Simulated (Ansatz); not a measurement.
# HfC: the cost of one run

Method: DFT r²SCAN, scalar-relativistic, plane waves, PAW, in Ansatz 0.2.0.

2 further runs of the same task are left out: 1 that didn't finish, 1 set aside as unsound or not needed. Runs told in other sessions of the task aren't counted.

## Step 1: The structure to begin with

Symmetry: Fm-3m, No. 225, cubic system. The conventional cell has a = 4.641 Å, b = 4.641 Å, c = 4.641 Å, α = 90.00°, β = 90.00°, γ = 90.00°. Hf (site symmetry m-3m) has 6 C at 2.32 Å in its first shell of neighbours. C (site symmetry m-3m) is surrounded by 6 Hf at 2.32 Å.

Structure file:

```
CELL_PARAMETERS angstrom
0.00000 2.32034 2.32034
2.32034 0.00000 2.32034
2.32034 2.32034 0.00000
ATOMIC_POSITIONS crystal
Hf 0.50000 0.50000 0.50000
C 0.00000 0.00000 0.00000
```

This cell comes from an earlier session at r²SCAN: 12.493 Å³/atom at 0.00 GPa, on a 12×12×12 mesh.

The changes: atom 1 (Hf) moved 0.08 Å along x; strain e5 = -0.01, atoms carried along; all atoms moved at random (σ = 0.06 Å), cell strained at random (1 %).

## Step 2: Atom 1 (Hf) moved 0.08 Å along x

The input, input.yaml:

```yaml
crystal:
  lattice:
    - [0.0, 2.3203429225, 2.3203429225]
    - [2.3203429225, 0.0, 2.3203429225]
    - [2.3203429225, 2.3203429225, 0.0]
  atoms:
    - { symbol: Hf, position: [0.4827611688, 0.5172388312, 0.5172388312] }
    - { symbol: C, position: [0.0, 0.0, 0.0] }
basis:
  ecutwfc: 500
  ecutrho_ratio: 4
kpoints:
  mp_grid: { grid: [12, 12, 12] }
hamiltonian:
  xc: r2scan
scf:
  occupations: { method: gaussian, width: 0.05 }
output:
  forces: true
  stress: true
  eigenvalues: true
  write_density: true
  write_potential: true
  elf: true
  volumetric_format: npy
```

Started as:

```bash
ansatz run input.yaml --threads 2 --pin off --max-ram 2662MiB --backend cpu --events-out ev --progress --plain --runs-dir out
```

Q: Estimate wall time and peak memory on 2 threads of Arm Neoverse V1, shared host.

About 10 s, with a peak of 0.41 GiB.
